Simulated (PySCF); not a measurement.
# C8H11ClO: the cost of one run

Computed with PySCF 2.14.0 and routines of our own; the level stands in each step. Atoms count from 0.

## 1. The system as given

21 atoms, charge 0, multiplicity 3; geometry from: GFN2-xTB.

## 2. Open-shell or spin-flip excitations: unrestricted TDDFT B3LYP/def2-SVP

What the job is given:

```
{"job": {"kind": "uabs", "xc": "B3LYP", "basis": "def2-SVP", "nstates": 10, "tda": false}, "charge": 0, "multiplicity": 3}
C     -1.601631     1.545173    -0.215913
C     -2.359439     0.378439     0.080516
C     -2.172537    -0.908485    -0.669206
O     -0.824814    -1.337660    -0.737687
C     -0.273992    -1.680960     0.513757
C      1.249138    -1.742163     0.371096
C      1.802802    -0.409938     0.254581
C      2.237945     0.702636     0.145302
C      2.729693     2.052360     0.058377
Cl     1.725291     3.152991     1.082809
H     -0.627614     1.718622     0.215921
H     -1.906762     2.229416    -0.994034
H     -3.110450     0.386183     0.860027
H     -2.799143    -1.697000    -0.225432
H     -2.454203    -0.784077    -1.724290
H     -0.661077    -2.661688     0.838462
H     -0.551436    -0.930694     1.268556
H      1.491602    -2.313850    -0.527596
H      1.679187    -2.242806     1.242070
H      3.751409     2.127559     0.433909
H      2.667111     2.432886    -0.962291
```

With the program's defaults for keys left out, this is: unrestricted TDDFT B3LYP/def2-SVP, vertical, gas phase, core orbitals frozen in the response.

Started as:

```
> OMP_NUM_THREADS=1 python excited_run.py task.json out
```

This one command runs all jobs of the session in turn.

**Question.** How long does this first job take on 1 thread of Intel Xeon at 2.50GHz, shared host, and how much memory does it need?

About 5.3 min, with a peak of 0.84 GiB.
